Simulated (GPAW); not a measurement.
MnS:

```xyz
2
Lattice="0.0000 2.6045 2.6045 2.6045 0.0000 2.6045 2.6045 2.6045 0.0000" Properties=species:S:1:pos:R:3 pbc="T T T"
Mn    0.0000    0.0000    0.0000
S     2.6045    2.6045    2.6045
```

| Item | Value |
| --- | --- |
| Program | GPAW 26.7.0 |
| Task | relaxation of cell and atoms |
| Functional | PBEsol |
| Dispersion | D3(BJ) |
| Potentials or basis | PAW data sets generated in the run's folder for this functional |
| Cutoff | 600 eV |
| Basis | pw |
| k mesh | 9 × 9 × 9 |
| Occupations | fermi-dirac, width 0.05 eV |
| Spin | collinear spin, ferromagnetic start |
| Starting moments | [4.0, 0.0] μB |

At the start: pressure -10.5 GPa; volume 17.67 Å³/atom.

Task: Where does the relaxation end?

Result: Over 5 steps the energy falls by 5.0 meV/atom and the volume is 14.47 Å³/atom (-18.1 %); space group Fm-3m (No. 225, to 0.05 Å); moment 3.92 μB per cell.

The path:
```tsv
step	energy change (eV)	largest force (eV/Å)	pressure (GPa)	volume (Å³)
1	0.0000	0.0000	-10.51	35.33
2	-0.0536	0.0000	-9.64	34.47
3	0.0048	0.0000	3.49	27.90
4	-0.0095	0.0000	-1.04	29.27
5	-0.0101	0.0000	0.18	28.93
```

Final structure:
```cif
data_structure
_symmetry_space_group_name_H-M 'P 1'
_symmetry_Int_Tables_number 1
_cell_length_a 3.4460
_cell_length_b 3.4460
_cell_length_c 3.4460
_cell_angle_alpha 60.000
_cell_angle_beta 60.000
_cell_angle_gamma 60.000
_cell_volume 28.93
loop_
_atom_site_label
_atom_site_type_symbol
_atom_site_fract_x
_atom_site_fract_y
_atom_site_fract_z
_atom_site_occupancy
Mn1 Mn 0.00000 0.00000 0.00000 1
S1 S 0.50000 0.50000 0.50000 1
```

Caveat: each step starts from the last one's moments, so a moment once lost doesn't come back; later steps reuse the first step's grids; the volume moved by over 15 % at a fixed basis, so the end points are rough; a cell with one magnetic atom can't hold antiferromagnetic order, which such compounds often take; pairwise dispersion overbinds metals, which lowers pressure and volume.
